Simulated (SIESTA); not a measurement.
MnSn3:

```
CELL_PARAMETERS angstrom
6.43926 0.00000 0.00000
-3.21963 5.57657 0.00000
0.00000 0.00000 5.46417
ATOMIC_POSITIONS crystal
Sn 0.34193 0.17097 0.75000
Sn 0.82903 0.17097 0.75000
Sn 0.82903 0.65807 0.75000
Sn 0.65807 0.82903 0.25000
Sn 0.17097 0.82903 0.25000
Sn 0.17097 0.34193 0.25000
Mn 0.66667 0.33333 0.25000
Mn 0.33333 0.66667 0.75000
```

The cell comes from a database or a generator and needn't be the stable form of this composition.

```yaml
Program: SIESTA 5.4.2
Task: single point
Functional: PBEsol
Potentials_or_basis: PseudoDojo 0.4 standard (PBEsol files)
Basis: DZP (energy shift 0.003 Ry; two zetas on semicore shells)
Grid_cutoff: 800 Ry
Energy_shift: 0.003 Ry
k_mesh: 5 × 5 × 5
Occupations: fermi-dirac, width 0.05 eV
Spin: collinear spin, ferromagnetic start
Starting_moments: "[0.0, 0.0, 0.0, 0.0, 0.0, 0.0, 4.0, 4.0] μB"
```

On this cell: pressure -2.9 GPa; largest force 0.163 eV/Å; net moment 8.12 μB per cell; site moments Sn -0.11; Mn +4.40 μB; band gap on the k mesh none (metal or under the smearing width).

The same run follows on a disturbed copy (atoms moved at random, drawn with an rms of 0.05 Å):

```
Sn Mn
1.0
     6.43926    0.00000    0.00000
    -3.21963    5.57657    0.00000
     0.00000    0.00000    5.46417
Sn Mn
6 2
Direct
  0.34877 0.17400 0.74550
  0.83044 0.17631 0.74746
  0.83614 0.66221 0.75324
  0.65347 0.82103 0.25156
  0.16694 0.82407 0.24432
  0.16370 0.34131 0.25742
  0.66571 0.33170 0.24767
  0.33826 0.66560 0.74595
```

Problem. What does the disturbed cell give?

Solution. The energy (extrapolated to zero smearing) moves by +0.1 meV/atom; pressure -2.9 GPa; largest force 0.153 eV/Å; net moment 8.10 μB per cell; site moments Sn -0.12, -0.11; Mn +4.39 μB; band gap on the k mesh none (metal or under the smearing width).

Forces on the atoms (eV/Å):
```
Sn   0.049  0.079  0.049
Sn  -0.034 -0.014  0.081
Sn  -0.058 -0.077 -0.054
Sn  -0.145 -0.040 -0.027
Sn   0.121  0.063  0.038
Sn   0.062  0.026 -0.119
Mn  -0.026 -0.043  0.005
Mn   0.032  0.005  0.027
```

Stress tensor (GPa, compression positive):
```
-2.82 -0.06  0.05
-0.06 -2.87 -0.01
 0.05 -0.01 -2.91
```

Caveats: short orbitals over semicore shells can move pressures by several GPa; the basis of atomic orbitals isn't converged, which shifts pressures, moduli and gaps.
